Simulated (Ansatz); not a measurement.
A nudged elastic band was laid between two geometries of a periodic cell of 31 atoms, TiAl30 (host Al, host structure fcc, dopant Ti, one Al atom removed).

All numbers below come from DFT r2SCAN, scalar-relativistic, plane waves, PAW (Ansatz). Settings: PAW set soft_1, cutoff 500 eV, k mesh 2x2x2, gaussian smearing 0.15 eV, no spin polarisation.

```
movable images  : 5
climbing image  : yes
spring          : 10.0 eV/Å²
optimiser       : quadratic models (default)
start path      : IDPP
force threshold : 0.03 eV/Å
iteration limit : 24
end points      : relaxed
```

Image 0:

```xyz
31
Lattice="8.1000 0.0000 0.0000 0.0000 8.1000 0.0000 0.0000 0.0000 8.1000" Properties=species:S:1:pos:R:3
Al 4.042 -0.003 -0.017
Al 6.081 2.049 -0.005
Al 6.058 -0.004 2.026
Al -0.032 -0.005 -0.034
Al 2.001 2.055 -0.020
Al 4.056 4.049 0.003
Al 6.081 6.048 -0.004
Ti 1.958 -0.002 1.956
Al 4.043 2.031 2.021
Al 6.056 4.048 2.007
Al 6.092 2.065 4.096
Al 6.098 -0.005 6.094
Al 0.001 4.049 0.002
Al 2.003 6.040 -0.021
Al -0.021 2.056 2.002
Al 2.020 4.047 2.020
Al 4.042 6.065 2.020
Al -0.015 -0.002 4.040
Al 2.020 2.033 4.042
Al 4.060 4.047 4.060
Al 6.091 6.034 4.092
Al 2.028 -0.002 6.056
Al 4.094 2.064 6.091
Al 6.104 4.050 6.105
Al -0.019 6.040 2.000
Al 0.002 4.049 4.057
Al 2.021 6.065 4.041
Al -0.003 2.050 6.081
Al 2.008 4.048 6.056
Al 4.092 6.035 6.091
Al -0.003 6.048 6.079
```

Image 6:

```xyz
31
Lattice="8.1000 0.0000 0.0000 0.0000 8.1000 0.0000 0.0000 0.0000 8.1000" Properties=species:S:1:pos:R:3
Al 4.045 0.000 0.023
Al 6.077 2.052 -0.010
Al 6.090 0.000 2.032
Al -0.025 0.000 -0.025
Al 1.980 2.066 -0.020
Al 4.066 4.050 0.013
Al 6.077 6.048 -0.010
Ti 4.107 0.000 4.107
Al 4.051 2.036 2.027
Al 6.071 4.050 2.017
Al 6.093 2.055 4.069
Al 6.101 0.000 6.101
Al -0.033 4.050 -0.033
Al 1.980 6.034 -0.020
Al -0.020 2.066 1.980
Al 2.011 4.050 2.011
Al 4.051 6.064 2.027
Al 0.023 0.000 4.045
Al 2.027 2.036 4.051
Al 4.053 4.050 4.053
Al 6.093 6.045 4.069
Al 2.032 0.000 6.090
Al 4.069 2.055 6.093
Al 6.069 4.050 6.069
Al -0.020 6.034 1.980
Al 0.013 4.050 4.066
Al 2.027 6.064 4.051
Al -0.010 2.052 6.077
Al 2.017 4.050 6.071
Al 4.069 6.045 6.093
Al -0.010 6.048 6.077
```

**Question.** Which bonds break or form, and what moves?

**Answer.** The atom that moves furthest is Ti8, by 3.04 Å; four of its nearest neighbours are Al4 2.81, Al5 2.85, Al14 2.85, Al25 2.85 Å at the first end and Al12 2.82, Al11 2.86, Al21 2.86, Al23 2.86 Å at the last.

**Question.** What energy profile does the band end with?

**Answer.** The forces met the threshold. The highest image is number 3 of 0 to 6, 1.38 eV above the ends, which have the same energy within 2 meV. The order of the point at the top wasn't checked. Limits of this set-up: coarse k mesh, a small cell, in which the defect meets its images, a typed lattice constant that wasn't relaxed here.

```csv
image,path coordinate (Å),energy (eV),Al1–Ti8 (Å),Al4–Ti8 (Å),Al5–Ti8 (Å)
0,0.00,0.00,2.87,2.81,2.85
1,0.57,0.26,2.87,3.17,3.01
2,1.14,0.97,2.94,3.76,3.35
3,1.71,1.38,3.11,4.34,3.77
4,2.28,0.98,3.35,4.89,4.23
5,2.84,0.27,3.67,5.42,4.69
6,3.40,0.00,4.02,5.61,4.96
```

**Question.** What is the geometry of the highest image?

**Answer.** 
```xyz
31
Lattice="8.1000 0.0000 0.0000 0.0000 8.1000 0.0000 0.0000 0.0000 8.1000" Properties=species:S:1:pos:R:3
Al 3.990 -0.001 0.091
Al 6.106 2.060 -0.034
Al 5.981 -0.001 2.082
Al -0.028 -0.001 -0.034
Al 2.012 1.996 0.013
Al 4.034 4.049 -0.074
Al 6.106 6.039 -0.034
Ti 3.026 -0.004 3.045
Al 4.118 2.226 1.953
Al 6.145 4.049 2.038
Al 6.058 1.996 4.060
Al 6.106 -0.001 6.100
Al 0.005 4.050 0.006
Al 2.012 6.103 0.014
Al 0.021 1.990 2.009
Al 1.966 4.048 1.964
Al 4.120 5.870 1.952
Al 0.088 -0.001 3.994
Al 1.949 2.234 4.122
Al 4.108 4.048 4.106
Al 6.058 6.103 4.060
Al 2.078 -0.001 5.983
Al 4.062 1.990 6.050
Al 6.065 4.050 6.067
Al 0.022 6.109 2.010
Al -0.077 4.049 4.031
Al 1.949 5.864 4.123
Al -0.033 2.066 6.105
Al 2.041 4.049 6.148
Al 4.062 6.109 6.049
Al -0.034 6.032 6.105
```

The run took 13 min on 4 threads of Arm Neoverse V2, on a shared host, peak memory 5.9 GiB.
